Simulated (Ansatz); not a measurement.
# BrH2InO (SMILES [OH][InH][Br]): energies and forces away from the minimum, part 2 of 2

Ansatz 0.2.0, Gaussian basis. The steps go on from the part before.

## 3. Structure 2, width 0.02 Å

Input file pbe-tzvpp/in.yaml:

```yaml
crystal:
  periodic: [false, false, false]
  atoms:
    - {symbol: O, position_ang: [-1.311331, -0.528586, -0.425244]}
    - {symbol: In, position_ang: [0.428954, 0.190573, 0.137227]}
    - {symbol: Br, position_ang: [1.747968, -1.644342, 1.148039]}
    - {symbol: H, position_ang: [-1.866663, 0.112650, -0.838202]}
    - {symbol: H, position_ang: [1.015676, 1.779883, -0.066567]}
basis:
  gaussian: {orbitals: def2-TZVPP}
hamiltonian: {xc: pbe, dispersion: d4}
output: {forces: true}
```

r2scan-tzvpp/in.yaml differs from pbe-tzvpp/in.yaml so:

```diff
-hamiltonian: {xc: pbe, dispersion: d4}
+hamiltonian: {xc: r2scan, dispersion: d4}
```

pbe0-tzvpp/in.yaml:

```diff
-hamiltonian: {xc: pbe, dispersion: d4}
-output: {forces: true}
+hamiltonian: {xc: pbe0, dispersion: d4}
+output: {forces: true, orbitals: {seedname: orbitals}}
```

wb97mv-tzvpp/in.yaml:

```diff
-hamiltonian: {xc: pbe, dispersion: d4}
+hamiltonian: {xc: {name: wB97M-V}}
```

ccsdt-tzvpp/in.yaml:

```diff
-hamiltonian: {xc: pbe, dispersion: d4}
+correlation: {method: ccsd_t}
```

Each run has its own folder and the same command.

Run with:

```sh
ansatz run in.yaml --threads 4 --pin off --events-out ev --progress --plain --max-ram 8704MiB
```

Log of pbe-tzvpp:

```text
Functional definition: PBE
  name "PBE"
  cite "Perdew, Burke & Ernzerhof, Phys. Rev. Lett. 77, 3865 (1996) doi:10.1103/PhysRevLett.77.3865"
  parent pbe
  parameter kappa = 0.804
  parameter beta = 0.06672455060314922
  exchange = pbe_x(kappa = kappa, mu = beta*pi^2/3)
  correlation = pbe_c(beta = beta)
1033 factors; their error is unknown
mean field evaluation 1: about -77280.8892 eV, gradient 7.2e1 eV
mean field evaluation 2: about -77161.3490 eV, gradient 1.9e2 eV
mean field evaluation 4: about -77289.1229 eV, gradient 1.8e1 eV
mean field evaluation 8: about -77289.8437 eV, gradient 2.3e-1 eV
mean field evaluation 16: about -77289.8200 eV, gradient 1.4e-4 eV
mean field -77289.82002698 eV, -2840.3484970699 hartree, gradient 5.0e-5 eV, S^2 0.000000; 0 other end points of the search recorded, 0 dependent functions left out
the calculation of the forces begins
reference -77289.82007698 eV, -2840.3484989073 hartree; 33, 33 occupied and 124, 124 virtual orbitals, 1033 factors
Total energy: -77289.91108096 eV, -2840.3518432418 hartree
Atom 0 at    -1.311331    -0.528586    -0.425244 Å, force     0.275521    -1.242387     0.467547 eV/Å
Atom 1 at     0.428954     0.190573     0.137227 Å, force     0.518705     0.188328     0.107601 eV/Å
Atom 2 at     1.747968    -1.644342     1.148039 Å, force     0.006208    -0.004846     0.022309 eV/Å
Atom 3 at    -1.866663     0.112650    -0.838202 Å, force    -0.835607     0.994164    -0.622408 eV/Å
Atom 4 at     1.015676     1.779883    -0.066567 Å, force     0.035173     0.064741     0.024951 eV/Å
Dipole moment:    -0.141940     0.638271    -0.212442 e Å
```

Output in r2scan-tzvpp:

```text
[... 10 set-up lines as earlier in the session ...]
1033 factors; their error is unknown
mean field evaluation 1: about -77295.4219 eV, gradient 6.7e1 eV
mean field evaluation 2: about -77196.6673 eV, gradient 1.8e2 eV
mean field evaluation 4: about -77302.7231 eV, gradient 1.4e1 eV
mean field evaluation 8: about -77303.1001 eV, gradient 1.2e-1 eV
mean field evaluation 16: about -77303.0748 eV, gradient 2.3e-4 eV
mean field -77303.07484261 eV, -2840.8356025599 hartree, gradient 7.6e-5 eV, S^2 0.000000; 0 other end points of the search recorded, 0 dependent functions left out
the calculation of the forces begins
reference -77303.07485706 eV, -2840.8356030910 hartree; 33, 33 occupied and 124, 124 virtual orbitals, 1033 factors
Total energy: -77303.09479261 eV, -2840.8363357087 hartree
Atom 0 at    -1.311331    -0.528586    -0.425244 Å, force     0.365387    -0.785079     0.385345 eV/Å
Atom 1 at     0.428954     0.190573     0.137227 Å, force     0.367712     0.058201     0.064917 eV/Å
Atom 2 at     1.747968    -1.644342     1.148039 Å, force    -0.113638     0.155971    -0.067210 eV/Å
Atom 3 at    -1.866663     0.112650    -0.838202 Å, force    -0.586771     0.682586    -0.431120 eV/Å
Atom 4 at     1.015676     1.779883    -0.066567 Å, force    -0.032691    -0.111679     0.048068 eV/Å
Dipole moment:    -0.140947     0.675092    -0.220147 e Å
```

pbe0-tzvpp printed:

```text
[... 10 set-up lines as earlier in the session ...]
1163 factors; their error is unknown
mean field evaluation 1: about -77285.2342 eV, gradient 6.1e1 eV
mean field evaluation 2: about -77230.4998 eV, gradient 1.6e2 eV
mean field evaluation 4: about -77291.5861 eV, gradient 8.1e0 eV
mean field evaluation 8: about -77291.7067 eV, gradient 1.5e-1 eV
mean field evaluation 16: about -77292.1916 eV, gradient 3.4e-4 eV
mean field -77292.19162992 eV, -2840.4356518705 hartree, gradient 2.1e-5 eV, S^2 0.000000; 0 other end points of the search recorded, 0 dependent functions left out
the calculation of the forces begins
reference -77292.19166492 eV, -2840.4356531568 hartree; 33, 33 occupied and 124, 124 virtual orbitals, 1163 factors
Total energy: -77292.26974118 eV, -2840.4385224063 hartree
Atom 0 at    -1.311331    -0.528586    -0.425244 Å, force     0.378506    -0.583681     0.339071 eV/Å
Atom 1 at     0.428954     0.190573     0.137227 Å, force     0.291976    -0.079112     0.065964 eV/Å
Atom 2 at     1.747968    -1.644342     1.148039 Å, force    -0.120965     0.193855    -0.079337 eV/Å
Atom 3 at    -1.866663     0.112650    -0.838202 Å, force    -0.517483     0.557685    -0.368432 eV/Å
Atom 4 at     1.015676     1.779883    -0.066567 Å, force    -0.032034    -0.088748     0.042734 eV/Å
Dipole moment:    -0.127705     0.686954    -0.216587 e Å
```

wb97mv-tzvpp printed:

```text
[... 5 set-up lines as earlier in the session ...]
  # Of w^i u^j: cxij and so on, Table III.
[... 17 set-up lines as earlier in the session ...]
  gx(w, u) = 1 - cx + cx01*u + cx10*w
  gss(w, u) = css00 + css04*u^4 + css10*w + css20*w^2 + css43*w^4*u^3
  gos(w, u) = cos00 + cos10*w + (cos20 + cos21*u)*w^2 + (cos60 + cos61*u)*w^6
[... 2 set-up lines as earlier in the session ...]
      + integral(e_c_pw_mod_opposite_spin*gos(b97_w_opposite, b97_u_opposite)) + vv10(b, c)
1101 factors; their error is unknown
204 factors; integrals over basis functions are off by at most 4.1e-5 eV
mean field evaluation 1: about -77290.5857 eV, gradient 5.6e1 eV
mean field evaluation 2: about -77283.3443 eV, gradient 8.5e1 eV
mean field evaluation 4: about -77296.2181 eV, gradient 2.3e0 eV
mean field evaluation 8: about -77296.2299 eV, gradient 3.4e-2 eV
mean field evaluation 16: about -77296.5095 eV, gradient 1.1e-4 eV
mean field -77296.50947991 eV, -2840.5943299308 hartree, gradient 4.0e-5 eV, S^2 0.000000; 0 other end points of the search recorded, 0 dependent functions left out
the calculation of the forces begins
reference -77296.50953756 eV, -2840.5943320493 hartree; 33, 33 occupied and 124, 124 virtual orbitals, 1101 factors
Total energy: -77296.50953756 eV, -2840.5943320493 hartree
Atom 0 at    -1.311331    -0.528586    -0.425244 Å, force     0.417937    -0.571721     0.354007 eV/Å
Atom 1 at     0.428954     0.190573     0.137227 Å, force     0.384169    -0.043119     0.090793 eV/Å
Atom 2 at     1.747968    -1.644342     1.148039 Å, force    -0.159024     0.246242    -0.107994 eV/Å
Atom 3 at    -1.866663     0.112650    -0.838202 Å, force    -0.566152     0.563062    -0.391428 eV/Å
Atom 4 at     1.015676     1.779883    -0.066567 Å, force    -0.076930    -0.194464     0.054622 eV/Å
Dipole moment:    -0.127401     0.700179    -0.218983 e Å
```

Output in ccsdt-tzvpp:

```text
[... 6 set-up lines as earlier in the session ...]
1168 factors; integrals over basis functions are off by at most 5.6e-4 eV
mean field evaluation 1: about -77215.5663 eV, gradient 4.3e1 eV
mean field evaluation 2: about -77215.6030 eV, gradient 4.3e1 eV
mean field evaluation 4: about -77219.2779 eV, gradient 2.5e0 eV
mean field evaluation 8: about -77219.3138 eV, gradient 2.7e-1 eV
mean field evaluation 16: about -77217.1893 eV, gradient 3.6e1 eV
mean field -77219.31408720 eV, -2837.7574515737 hartree, gradient 4.1e-6 eV, S^2 0.000000; 0 other end points of the search recorded, 0 dependent functions left out
14 core orbitals not correlated: weight in the atoms' cores, before any rotation towards them, 1.000 or more for the frozen orbitals, at most 0.000 for the correlated occupied ones
reference -77219.31408720 eV, -2837.7574515737 hartree; 19, 19 occupied and 124, 124 virtual orbitals, 1168 factors
second order -21.81719871 eV of doubles, -0.00000000 eV of singles
cycle   1  -21.32413718 eV  change    4.9e-1 eV  update   1.1e-1
cycle   2  -21.82595842 eV  change   -5.0e-1 eV  update   3.5e-2
cycle   3  -21.94377456 eV  change   -1.2e-1 eV  update   2.1e-2
cycle   4  -21.93048450 eV  change    1.3e-2 eV  update   6.5e-3
cycle   5  -21.92438511 eV  change    6.1e-3 eV  update   2.9e-3
cycle   6  -21.92570734 eV  change   -1.3e-3 eV  update   1.0e-3
cycle   7  -21.92566693 eV  change    4.0e-5 eV  update   4.2e-4
cycle   8  -21.92551397 eV  change    1.5e-4 eV  update   1.3e-4
cycle   9  -21.92557718 eV  change   -6.3e-5 eV  update   5.1e-5
cycle  10  -21.92559576 eV  change   -1.9e-5 eV  update   1.7e-5
cycle  11  -21.92557935 eV  change    1.6e-5 eV  update   6.4e-6
perturbative correction -0.73085993 eV, -0.0268586070 hartree
the calculation of the forces begins
working
working
working
Total energy: -77241.97052648 eV, -2838.5900603601 hartree
Atom 0 at    -1.311331    -0.528586    -0.425244 Å, force     0.394829    -0.684563     0.373509 eV/Å
Atom 1 at     0.428954     0.190573     0.137227 Å, force     0.367593    -0.060509     0.089312 eV/Å
Atom 2 at     1.747968    -1.644342     1.148039 Å, force    -0.150298     0.235218    -0.101225 eV/Å
Atom 3 at    -1.866663     0.112650    -0.838202 Å, force    -0.557542     0.642602    -0.408227 eV/Å
Atom 4 at     1.015676     1.779883    -0.066567 Å, force    -0.054581    -0.132748     0.046631 eV/Å
Dipole moment:    -0.124257     0.683567    -0.213340 e Å
```

Wall times: 1.4 s (pbe-tzvpp), 2.7 s (r2scan-tzvpp), 2.2 s (pbe0-tzvpp), 6 s (wb97mv-tzvpp), 3.5 min (ccsdt-tzvpp) on 4 threads of Intel Xeon Platinum 8375C at 2.90GHz, shared host; peak memory 2.3 GiB.

| method | RMS force component (eV/Å) | RMS error against CCSD(T) (eV/Å) | angle to CCSD(T) forces (°) | dipole (D) |
| --- | --- | --- | --- | --- |
| PBE-D4 | 0.531 | 0.233 | 20.4 | 3.30 |
| r2SCAN-D4 | 0.374 | 0.051 | 7.5 | 3.48 |
| PBE0-D4 | 0.314 | 0.048 | 3.5 | 3.51 |
| wB97M-V | 0.339 | 0.041 | 6.1 | 3.58 |
| CCSD(T) | 0.357 | reference | reference | 3.49 |

## 4. All structures together

Energy above the minimum (kJ/mol):

| structure | width (Å) | PBE-D4 | r2SCAN-D4 | PBE0-D4 | wB97M-V | Hartree-Fock | MP2 | CCSD | CCSD(T) |
| --- | --- | --- | --- | --- | --- | --- | --- | --- | --- |
| 1 | 0.04 | -0.3 | 0.3 | 0.7 | 1.1 | 1.9 | 1.0 | 1.1 | 0.7 |
| 2 | 0.02 | 1.7 | 1.2 | 1.0 | 1.3 | -1.3 | 2.0 | 1.1 | 1.4 |

Miss and cost, level by level (times from a shared host):

| method | mean energy error from CCSD(T) (kJ/mol) | mean time a point |
| --- | --- | --- |
| PBE-D4 | 0.7 | 1.5 s |
| r2SCAN-D4 | 0.3 | 2.7 s |
| PBE0-D4 | 0.2 | 2.3 s |
| wB97M-V | 0.2 | 7 s |
| Hartree-Fock | 1.9 | part of the CCSD(T) run |
| MP2 | 0.4 | part of the CCSD(T) run |
| CCSD | 0.3 | part of the CCSD(T) run |
| CCSD(T) | 0 | 3.5 min |

For cost: PBE0-D4 comes within 0.2 kJ/mol at 2.3 s a point, where CCSD(T) needs 3.5 min.

## 5. Summary of results

This closing draws on all 2 parts.

| quantity | value |
| --- | --- |
| energy above the minimum, CCSD(T) | 0.7, 1.4 kJ/mol |
| mean energy error | PBE-D4 0.7, r2SCAN-D4 0.3, PBE0-D4 0.2, wB97M-V 0.2, Hartree-Fock 1.9, MP2 0.4, CCSD 0.3 kJ/mol |
| mean RMS force error | PBE-D4 0.234, r2SCAN-D4 0.051, PBE0-D4 0.050, wB97M-V 0.043 eV/Å |
| largest T1 diagnostic | 0.014 |

In words: PBE0-D4 gives the best energies and Hartree-Fock the worst. For forces wB97M-V is best, off by 18 % of the typical force, and PBE-D4 worst (100 %); with few structures and a triple-zeta reference, gaps of a few points rank nothing.
